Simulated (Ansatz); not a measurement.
**GeC2N4: the band gap up the ladder of functionals**

An exercise on one series of results from a longer session: the logs are not shown, and one member is left open.

The runs shown are made with Ansatz 0.2.0. PAW datasets, plane waves. Values at 0 K without nuclear motion; spin polarisation is off, and the phase may be a hypothetical one.

## Starting point

The cell was relaxed beforehand with r2SCAN.

The symmetry is Pm (No. 6, monoclinic); a = 6.875 Å, b = 2.645 Å, c = 6.894 Å, β = 117.7° in the conventional setting, 7.93 Å³ an atom. Near C stand 4 N at 1.40–1.54 Å; near Ge stand 4 N at 1.76–1.82 Å; near Ge stand 4 N at 1.73–1.86 Å; near C stand 4 N at 1.40–1.59 Å; near C stand 4 N at 1.49–1.56 Å.

The structure in full:

```xyz
14
Lattice="7.1268 0.0000 -0.0105 0.0000 2.6453 0.0000 -3.5728 0.0000 5.8959" Properties=species:S:1:pos:R:3 pbc="T T T"
C     1.0955    1.3227    4.7660
Ge    5.1413    0.0000    1.3028
Ge    3.2842    0.0000    3.6449
C     0.2894    1.3227    2.4029
C    -1.3609    1.3227    4.5594
C     2.2151    0.0000    1.0240
N     0.0145    1.3227    3.8346
N     3.4065    0.0000    1.8632
N     2.4377    1.3227    4.3714
N     0.9131    0.0000    5.5306
N    -2.0293    0.0000    4.0749
N     6.2564    1.3227    1.6048
N     1.1142    0.0000    2.0696
N     2.1007    1.3227    0.1484
```

Set-up of the first run:

The input, input.yaml:

```yaml
crystal:
  lattice:
    - [7.126837231, 0.0, -0.0104895331]
    - [0.0, 2.6453451806, 0.0]
    - [-3.5727836775, 0.0, 5.8958779962]
  atoms:
    - { symbol: C, position: [0.5594608894, 0.5, 0.8093625341] }
    - { symbol: Ge, position: [0.8329235484, 0.0, 0.2224508085] }
    - { symbol: Ge, position: [0.7714302234, 0.0, 0.6195907596] }
    - { symbol: C, position: [0.2451433752, 0.5, 0.4079961728] }
    - { symbol: C, position: [0.1968942408, 0.5, 0.7736674432] }
    - { symbol: C, position: [0.3982300982, 0.0, 0.1743841146] }
    - { symbol: "N", position: [0.3283706534, 0.5, 0.6509751651] }
    - { symbol: "N", position: [0.636977107, 0.0, 0.3171529837] }
    - { symbol: "N", position: [0.7143775601, 0.5, 0.7427113574] }
    - { symbol: "N", position: [0.5989094707, 0.0, 0.9391130827] }
    - { symbol: "N", position: [0.0617885186, 0.0, 0.6912478662] }
    - { symbol: "N", position: [1.0152240271, 0.5, 0.2740044971] }
    - { symbol: "N", position: [0.3326139656, 0.0, 0.3516231413] }
    - { symbol: "N", position: [0.3076563223, 0.5, 0.0257200737] }
kpoints:
  mp_grid: { grid: [4, 10, 4] }
  band_path:
    path:
      - [0.0, 0.0, 0.0]
      - [0.0, -0.5, 0.0]
      - [0.5, -0.5, -0.5]
      - [0.5, 0.0, -0.5]
      - [0.0, 0.0, 0.0]
      - [1.498810056422e-16, 0.0, -0.5]
      - [1.498810056422e-16, -0.5, -0.5]
      - [0.0, -0.5, 0.0]
      - [-0.5, -0.5, -4.233678653807e-17]
      - [-0.5, 0.0, -4.233678653807e-17]
      - [0.0, 0.0, 0.0]
    npoints: 10
hamiltonian:
  xc: pbe
scf:
  occupations: { method: fermi_dirac, width: 0.02 }
  n_extra_bands: 7
output:
  forces: true
  stress: true
  eigenvalues: true
```

Among the steps run: Band structure with PBE; r2SCAN at the same geometry; HSE06 at the same geometry; PBE+SOC; PBE0.

One table of the session follows, with a row left open; its other results are not shown here.

```
  level  gap (eV)
    PBE      2.40
 r2SCAN      2.77
  HSE06      3.87
PBE+SOC      2.40
   PBE0         ?
```

Q: Estimate the row for PBE0 from the others.

The run gave: gap (eV): 4.64. In the column «gap (eV)» it is the highest.

Meshes: PBE 4×10×4, r2SCAN 4×10×4, HSE06 4×6×4, PBE+SOC 4×10×4, PBE0 4×6×4

In words: The gap runs from 2.40 eV (PBE) to 4.64 eV (PBE0). Against HSE06, PBE is short by 1.47 eV, at 62 % of it, and r2SCAN 71 %. PBE0 lies 0.77 eV above HSE06, which differs from it by screening the long-range exchange.

To keep in mind: Warnings in the runs' records: stress scf threshold loose, stress exchange threshold loose.
